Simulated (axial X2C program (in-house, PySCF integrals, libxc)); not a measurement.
**MoB⁺: properties at the nuclei**

Aim: properties at the nuclei of MoB⁺, with spin–orbit coupling in the Hamiltonian from the start.

The runs use an in-house X2C program for linear molecules on PySCF integrals; two-component X2C with atomic mean-field terms, Mo dyall-cv3z, B dyall-v3z.

All values are calculated.

### 1 Set-up

task.json reads:

```json
{
 "zs": [
  42,
  5
 ],
 "q": 1,
 "bas": [
  "dyall-cv3z",
  "dyall-v3z"
 ],
 "r0": 2.23,
 "levels": [
  "PBE0",
  "HF",
  "BHandHLYP",
  "TPSSh",
  "PBE50"
 ],
 "nst": 3
}
```

Keys: zs atomic numbers; q charge; bas basis sets; r0 starting distance in Å; levels methods (HF also brings MP2); nst determinants followed.

On the command line:

```bash
$ python soeom.py task.json out
```

The runs that follow: Expectation values, lowest determinant; Expectation values, a higher determinant; Expectation values, a higher determinant.

What does the calculation give? Wanted: lowest determinant; Eeff magnitude; Ws magnitude Mo; A∥/gI Mo; qzz Mo; higher determinant (for each run or level that gives them).

**Answer**, as computed:

```
                                        quantity                                            value
                              lowest determinant   Ω = 3 (excess of +ω over −ω: ω = 1/2, ω = 5/2)
                    Eeff magnitude (GV/cm), PBE0                                             2.15
                     Ws magnitude Mo (kHz), PBE0                                            0.378
                            A∥/gI Mo (MHz), PBE0                                              524
                             qzz Mo (a.u.), PBE0                                            -0.14
                              higher determinant  Ω = 2 (excess of +ω over −ω: ω = -1/2, ω = 5/2)
Eeff magnitude (GV/cm), PBE0, higher determinant                                            0.398
 Ws magnitude Mo (kHz), PBE0, higher determinant                                           0.0989
        A∥/gI Mo (MHz), PBE0, higher determinant                                             -341
         qzz Mo (a.u.), PBE0, higher determinant                                            -0.84
                              higher determinant  Ω = 1 (excess of +ω over −ω: ω = -3/2, ω = 5/2)
Eeff magnitude (GV/cm), PBE0, higher determinant                                            0.144
 Ws magnitude Mo (kHz), PBE0, higher determinant                                           0.0446
        A∥/gI Mo (MHz), PBE0, higher determinant                                             -948
         qzz Mo (a.u.), PBE0, higher determinant                                            -0.04
```

What this shows: In the first state, the effective field runs from 1.9 to 3.44 GV/cm over the mean-field levels. The expectation values come from single determinants, which for open shells can mix terms of unlike spin or miss the lowest Ω, so a determinant need not be a state. Eeff is the effective electric field on the electron dipole moment in this Ω state and Ws the scalar–pseudoscalar constant (defined with the proton number Z and per Ω); A∥ is the parallel hyperfine constant, which follows by multiplying with the nuclear g factor gI = μI/(I μN); qzz is the electric field gradient, eQq0 = 234.96 MHz × Q/barn × qzz. The operators were transformed with the bare-nucleus X2C matrices.
